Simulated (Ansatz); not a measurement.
# CH5AlBCl: how energies converge with the basis set

One table from this session's results is given with a row withheld; the runs are named, their logs left out.

Program: Ansatz 0.2.0, Gaussian basis. Level of theory: one geometry, several basis sets. These are calculated values, not measurements.

The runs, in order: PBE0-D4/def2-SVP; ωB97M-V/def2-SVP; PBE0-D4/def2-QZVPP; ωB97M-V/def2-QZVPP; the functionals' def2-TZVPP values are taken from earlier runs.

### Structure used throughout

An earlier PBE0-D4 in a triple-zeta def2 set relaxation fixed the geometry.

SMILES `[AlH2][BH]CCl`, 9 atoms, charge 0, spin multiplicity 1.

Atoms are counted from 1 here; the program's logs count them from 0.

Bond lengths: Al1–B2 2.119 Å, Al1–H5 1.595 Å, Al1–H6 1.597 Å, B2–C3 1.566 Å, B2–H7 1.201 Å, C3–Cl4 1.824 Å, C3–H8 1.087 Å, C3–H9 1.086 Å. Angles: B2–Al1–H5 123.2°, B2–Al1–H6 120.2°, H5–Al1–H6 116.6°, Al1–B2–C3 126.0°, Al1–B2–H7 120.0°, C3–B2–H7 113.9°, B2–C3–Cl4 79.7°, B2–C3–H8 120.4°, B2–C3–H9 122.0°, Cl4–C3–H8 107.5°, Cl4–C3–H9 107.1°, H8–C3–H9 112.2°.

Coordinates:

```xyz
9
CH5AlBCl
Al   -0.5786    1.7003   -0.3640
B    -0.3121   -0.2134    0.5053
C     0.8878   -1.1856    0.2436
Cl   -0.3031   -1.7957   -0.9958
H    -1.1406    1.9192   -1.8401
H    -0.2407    3.0171    0.4745
H    -1.0935   -0.6149    1.3245
H     1.0930   -2.0025    0.9310
H     1.7764   -0.8709   -0.2963
```

Set-up of the first run:

File in.yaml:

```yaml
crystal:
  periodic: [false, false, false]
  atoms:
    - {symbol: Al, position_ang: [-0.578628, 1.700319, -0.363978]}
    - {symbol: B, position_ang: [-0.312112, -0.213431, 0.505338]}
    - {symbol: C, position_ang: [0.887811, -1.185568, 0.243605]}
    - {symbol: Cl, position_ang: [-0.303071, -1.795692, -0.995780]}
    - {symbol: H, position_ang: [-1.140598, 1.919185, -1.840053]}
    - {symbol: H, position_ang: [-0.240750, 3.017121, 0.474519]}
    - {symbol: H, position_ang: [-1.093518, -0.614882, 1.324531]}
    - {symbol: H, position_ang: [1.093009, -2.002468, 0.931004]}
    - {symbol: H, position_ang: [1.776357, -0.870884, -0.296287]}
basis:
  gaussian: {orbitals: def2-SVP}
hamiltonian: {xc: pbe0, dispersion: d4}
output: {orbitals: {seedname: orbitals}}
```

Command:

```
> ansatz run in.yaml --threads 2 --pin off --events-out ev --progress --plain --max-ram 4352MiB
```

Among the steps run: PBE0-D4 in def2-SVP; ωB97M-V in def2-SVP; PBE0-D4 in def2-QZVPP; ωB97M-V in def2-QZVPP.

One table of the session follows, with a row left open; its other results are not shown here.

```
functional       basis  HOMO (eV)  LUMO (eV)
   PBE0-D4    def2-SVP      -7.10      -1.45
   PBE0-D4  def2-TZVPP      -7.13      -1.52
   PBE0-D4  def2-QZVPP          ?          ?
   ωB97M-V    def2-SVP      -9.18       0.23
   ωB97M-V  def2-TZVPP      -9.26       0.07
   ωB97M-V  def2-QZVPP      -9.27      -0.11
```

Estimate the missing values for PBE0-D4, def2-QZVPP.

As computed: HOMO (eV): -7.14; LUMO (eV): -1.56. In the column «HOMO (eV)» it lies between ωB97M-V, def2-SVP (-9.18) and PBE0-D4, def2-TZVPP (-7.13).
